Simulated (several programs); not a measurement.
## What each method gives for Ga₄PN₃ (ordering on zincblende)

Ga₄PN₃, ordered on the zincblende lattice (I-42m) with 8 atoms a cell, relaxed with r2SCAN in Ansatz, was computed with several methods. It is tetragonal, I-42m (No. 121); conventional cell a = 4.759 Å, c = 9.384 Å, 13.29 Å³ an atom. N is surrounded by 4 Ga at 2.01 Å; Ga is surrounded by 3 N at 1.97–2.01 Å and 1 P at 2.25 Å; N is surrounded by 4 Ga at 1.97 Å; P is surrounded by 4 Ga at 2.25 Å. No spin polarisation. The prototype was imposed, so other structures may be more stable.

Space group I-42m (No. 121). a = 4.759 Å, b = 4.759 Å, c = 9.384 Å, α = 90.00°, β = 90.00°, γ = 90.00°
```json
{"atom": "N", "site": "4d", "symmetry": "-4..", "x": "0.5000", "y": "0.0000", "z": "0.2500"}
{"atom": "Ga", "site": "8i", "symmetry": "..m", "x": "0.2765", "y": "0.7235", "z": "0.1352"}
{"atom": "N", "site": "2b", "symmetry": "-42m", "x": "0.5000", "y": "0.5000", "z": "0.0000"}
{"atom": "P", "site": "2a", "symmetry": "-42m", "x": "0.0000", "y": "0.0000", "z": "0.0000"}
```

Gaps and times are for a single point on this cell; volume and bulk modulus come from each method's own relaxation or energy curve at fixed shape, which is too stiff where a cell has free coordinates or axes. Times are rough, from shared hosts (Arm Neoverse N1; Arm Neoverse V2), and each method has its own mesh and cell size. A double dagger marks a value from a curve with shape and coordinates held. PM6 (MOPAC), PM7 (MOPAC), GFN1-xTB (tblite), GFN2-xTB (tblite) treat a cluster of cells at its zone centre, which samples few k points: where these miss a band edge, the gap comes out too large for that reason alone. Gaps from k meshes are read at a limited set of points (mesh, symmetry points, PBE's band edges), so each method's own least gap may be somewhat smaller. xTB and the PM methods were fitted mostly to molecules, and can miss a solid's gap by electronvolts. Minimal bases can be far off for gaps. Times of the plane-wave rungs are withheld (a dash), since they come from other jobs, hosts and meshes; the meshes of hybrids and Hartree-Fock don't converge their gaps to the digits shown. GLLB-SC's gap includes the derivative discontinuity. d marks a direct gap, i an indirect one (no mark: not told apart), a dash a value that wasn't computed or didn't pass its checks.

| method | kind | gap (eV) | own volume (Å³/atom) | bulk modulus (GPa) | atoms computed | processor time |
| --- | --- | --- | --- | --- | --- | --- |
| PM7 (MOPAC) | semi-empirical | 3.22 | – | – | cluster | 3.6 s |
| PM6 (MOPAC) | semi-empirical | 4.59 | – | – | cluster | 3.8 s |
| GFN1-xTB (tblite) | tight binding | 0.71 | – | – | cluster | 5.8 s |
| light PBE (260 eV, its own mesh) | light plane-wave | 0.70 d | – | – | 8 | 6 s |
| GFN2-xTB (tblite) | tight binding | 1.13 | 13.44‡ | 102‡ | cluster | 6.4 s |
| PBE/SZV (CP2K) | small basis | 1.18 d | – | – | 8 | 32 s |
| PBE | semilocal | 0.76 d | 13.73 | 136‡ | 8 | – |
| r2SCAN | semilocal | 1.12 d | 13.29 | 156‡ | 8 | – |
| GLLB-SC (GPAW) | model potential | 1.49 | – | – | 8 | 87 s |
| PBE/DZVP (CP2K) | small basis | 0.76 d | – | – | 8 | 97 s |
| PBE+SOC | semilocal | 0.75 d | – | – | 8 | – |
| HSE06 | hybrid | 1.74 d | – | – | 8 | – |
| PBE0 | hybrid | 2.41 d | – | – | 8 | – |

Against HSE06 (1.74 eV) the nearest gap at the points sampled is that of GLLB-SC (GPAW) (-0.25 eV) and the farthest that of PM6 (MOPAC) (+2.85 eV). HSE06 is only a yardstick of convenience, and nearness to it can be luck.

Volumes against r2SCAN's: PBE +3.3 %.

Only the rows marked +SOC include spin-orbit coupling.
